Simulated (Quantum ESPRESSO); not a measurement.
WAu:

```
W Au
1.0
     0.00000    2.74798    2.74798
     2.74798    0.00000    2.74798
     2.74798    2.74798    0.00000
W Au
1 1
Direct
  0.00000 0.00000 0.00000
  0.75000 0.75000 0.75000
```

The cell was built by a generator and needn't be a form met in nature.

- Program: Quantum ESPRESSO 7.5
- Task: phonons
- Functional: RPBE
- Potentials or basis: JTH 2.0 PBE
- Cutoff: 707 eV
- Density cutoff: 4245 eV
- k mesh: 8 × 8 × 8
- Occupations: methfessel-paxton, width 0.136 eV
- Spin: no spin polarisation
- Mixing beta: 0.5
- Most SCF iterations: 120
- SCF threshold: 4e-10 Ry

The cell and the atoms were relaxed first, to 25.06 Å³/atom (a = 4.139 Å, b = 4.139 Å, c = 4.139 Å, α = 60.00°, β = 60.00°, γ = 60.00°), and the response was taken there.

**Question.** Which optical modes does the crystal have at the zone centre, and which show in infrared and Raman spectra?

**Answer.** The optical modes are T2. Infrared active: T2. Raman active: T2.

Optical modes at Γ, degenerate ones joined:
```csv
cm⁻¹,components,symmetry,active in
183,3,T2,IR and Raman
```

Caveat: the potentials were made for another functional, which shifts forces and pressure; the volume moved by over 15 % at a fixed basis, so the end points are rough.
